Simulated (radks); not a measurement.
**Excited configurations of Lu⁵⁺**

An exercise on one series of results from a longer session: the logs are not shown, and one member is left open.

Method: scalar-relativistic Kohn-Sham, r2SCAN, spin-unpolarised, spherical densities, finite nucleus. Code: radks (a radial shooting solver on a logarithmic mesh, Libxc functionals) version 1.

### Starting point

```
element            : lutetium (Z = 71)
charge             : +5
electrons          : 66
configuration      : [Xe] 4f12
nuclear rms radius : 5.37 fm
```

The outer shells:

Lu⁵⁺
```
[Xe] core
4f [↑↓][↑↓][↑↓][↑↓][↑↓][↑ ][↑ ]
```

The first run:

The run's settings:

```text
Z 71
configuration [Xe] 4f12
relativity scalar-relativistic
functional r2scan,r2scan
spin unpolarised
nucleus finite rms 5.37 fm
c 137.035999084
```

Steps of the session up to this table: Ground configuration: [Xe] 4f12.

One table of the session follows, with a row left open; its other results are not shown here.

It belongs to the step «Ground configuration: [Xe] 4f12». Radial moments (bohr):

| level | <r> | outermost maximum (interpolated) | 90 % within | nodes |
| --- | --- | --- | --- | --- |
| 3p | 0.2122 | 0.193 | 0.317 | 1 |
| 3d | 0.1925 | 0.158 | 0.299 | 0 |
| 4s | 0.4769 | 0.446 | 0.684 | 3 |
| 4p | 0.5058 | 0.466 | 0.735 | 2 |
| 4d | 0.5432 | 0.480 | 0.814 | 1 |
| 5s | 1.122 | 1.02 | 1.60 | 4 |
| 5p | ? | ? | ? | ? |
| 4f | 0.6545 | 0.463 | 1.09 | 0 |

**Question.** Estimate the row for 5p.

The run gave: <r>: 1.276; outermost maximum (interpolated): 1.14; 90 % within: 1.84; nodes: 3. In the column «<r>» it is the highest.

Limits of these values: Spin polarisation and multiplet splitting are left out, so open shells lie too high by an amount that depends on their filling.
